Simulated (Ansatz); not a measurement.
# FeO: the cost of one run

Program: Ansatz 0.2.0. Level of theory: DFT PBE+U (U_eff = 8 eV on Fe d), plane waves, PAW. These are calculated values, not measurements.

The COD entry's cell or inner coordinates are ideal or old and differ from later refinements, so a difference from it is no clean test against experiment.

### Step 1. The system as given

Symmetry: Fm-3m, No. 225, cubic system. The conventional cell has a = 4.311 Å, b = 4.311 Å, c = 4.311 Å, α = 90.00°, β = 90.00°, γ = 90.00°. Fe (site symmetry m-3m) is surrounded by 6 O at 2.16 Å. O (site symmetry m-3m) is surrounded by 6 Fe at 2.16 Å.

As a file:

```
CELL_PARAMETERS angstrom
0.00000 2.15540 2.15540
2.15540 0.00000 2.15540
2.15540 2.15540 0.00000
ATOMIC_POSITIONS crystal
Fe 0.00000 0.00000 0.00000
O 0.50000 0.50000 0.50000
```

Magnetic order typed: ferromagnetic.

### Step 2. From atoms, symmetry kept, no search

The input, input.yaml:

```yaml
crystal:
  lattice:
    - [0.0, 2.15540016, 2.15540016]
    - [2.15540016, 0.0, 2.15540016]
    - [2.15540016, 2.15540016, 0.0]
  atoms:
    - { symbol: Fe, position: [0.0, 0.0, 0.0], spin: 4.0 }
    - { symbol: O, position: [0.5, 0.5, 0.5] }
basis:
  ecutwfc: 420
  ecutrho_ratio: 4
kpoints:
  mp_grid: { grid: [8, 8, 8] }
hamiltonian:
  xc: pbe
  hubbard: { sites: [{ site: 0, l: d, u_eff: 8.0 }] }
scf:
  occupations: { method: gaussian, width: 0.05 }
  lower_state_search: "off"
  max_iter: 150
output:
  forces: true
  stress: true
  eigenvalues: true
  populations: true
  hubbard: { sites: [{ site: 0, l: d }] }
magnetization:
  spin_polarized: true
```

On the command line:

```console
> ansatz run input.yaml --threads 2 --pin off --max-ram 3072MiB --backend cpu --events-out ev --progress --plain --runs-dir out
```

What time and memory should one allow on 2 threads of Intel Xeon Platinum 8259CL at 2.50GHz (Skylake/Cascade Lake), shared host?

About 5.3 s, with a peak of 0.35 GiB.
